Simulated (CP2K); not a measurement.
Crystal: NbTe.

```
Te Nb
1.0
     3.70297    0.00000    0.00000
    -1.85149    3.20687    0.00000
     0.00000    0.00000    3.69421
Te Nb
1 1
Cartesian
  1.8515 1.0690 0.0000
  0.0000 0.0000 1.8471
```

The cell comes from a database or a generator and needn't be the stable form of this composition.

Program: CP2K 2026.2. Alike in all runs: task band structure; no spin polarisation; cell as given; k mesh 8 × 8 × 7.

Order these runs on this cell by their pressure, lowest first.
A. level LDA; potentials or basis GTH_POTENTIALS Te GTH-PADE-q6, Nb GTH-PADE-q13; TZVP-MOLOPT-PBE-GTH basis; smearing fermi-dirac 0.1 eV; NGRIDS 4; points a segment of the path (NPOINTS) 8; bands added on the path 2; CUTOFF of the grids 450 Ry
B. level r2SCAN; potentials or basis POTENTIAL_UZH Te GTH-SCAN-q6, Nb GTH-SCAN-q13; TZVP-MOLOPT-SCAN-GTH basis; smearing fermi-dirac 0.1 eV; NGRIDS 5; points a segment of the path (NPOINTS) 10; bands added on the path 2; CUTOFF of the grids 675 Ry
C. level PBE; potentials or basis POTENTIAL_UZH Te GTH-PBE-q6, Nb GTH-PBE-q13; TZVP-MOLOPT-PBE-GTH basis; smearing fermi-dirac 0.05 eV; NGRIDS 4; points a segment of the path (NPOINTS) 8; bands added on the path 4; CUTOFF of the grids 450 Ry

A (-6.2 GPa), B (-0.2 GPa), C (1.7 GPa).

Caveats: the basis of atomic orbitals isn't converged, which shifts pressures, moduli and gaps.
